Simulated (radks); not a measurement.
# Ionisation energy and size from K²⁺ to Co²⁺

An exercise on one series of results from a longer session: the logs are not shown, and one member is left open.

Method: scalar-relativistic Kohn-Sham, PBE, spin-unpolarised, spherical densities, finite nucleus. Code: radks (a radial shooting solver on a logarithmic mesh, Libxc functionals) version 1.

### Starting point

* species: K²⁺, Ca²⁺, Sc²⁺, Ti²⁺, V²⁺, Cr²⁺, Mn²⁺, Fe²⁺, Co²⁺
* runs: 18, each species and its next ion

Set-up of the first run:

Input:

```text
Z 19
configuration [Ne] 3s2 3p5
relativity scalar-relativistic
functional pbe,pbe
spin unpolarised
nucleus finite rms 3.4349 fm
c 137.035999084
```

Steps of the session up to this table: K²⁺, [Ne] 3s2 3p5; K³⁺, [Ne] 3s2 3p4; Ca²⁺, [Ar]; Ca³⁺, [Ne] 3s2 3p5; Sc²⁺, [Ar] 3d1; Sc³⁺, [Ar]; Ti²⁺, [Ar] 3d2; Ti³⁺, [Ar] 3d1; V²⁺, [Ar] 3d3; V³⁺, [Ar] 3d2; Cr²⁺, [Ar] 3d4; Cr³⁺, [Ar] 3d3; Mn²⁺, [Ar] 3d5; Mn³⁺, [Ar] 3d4; Fe²⁺, [Ar] 3d6; Fe³⁺, [Ar] 3d5; Co²⁺, [Ar] 3d7; Co³⁺, [Ar] 3d6.

One of the session's tables, all rows but one given; the rest of the session is left out.

| species | Δ-SCF (eV) | −ε(HOMO) (eV) | its <r> (bohr) |
| --- | --- | --- | --- |
| K²⁺ | 46.896 | 39.211 | 1.35 |
| Ca²⁺ | 51.259 | 43.060 | 1.26 |
| Sc²⁺ | 24.870 | 17.912 | 1.57 |
| Ti²⁺ | 26.948 | 19.680 | 1.43 |
| V²⁺ | 28.897 | 21.317 | 1.32 |
| Cr²⁺ | 30.748 | 22.856 | 1.23 |
| Mn²⁺ | 32.519 | 24.318 | 1.15 |
| Fe²⁺ | 34.223 | 25.717 | 1.08 |
| Co²⁺ | ? | ? | ? |

Q: Estimate the row for Co²⁺ from the others.

The run gave: Δ-SCF (eV): 35.870; −ε(HOMO) (eV): 27.064; its <r> (bohr): 1.02. In the column «Δ-SCF (eV)» it lies between Fe²⁺ (34.223) and K²⁺ (46.896).

Spin polarisation and multiplet splitting are left out, so open shells lie too high by an amount that depends on their filling.
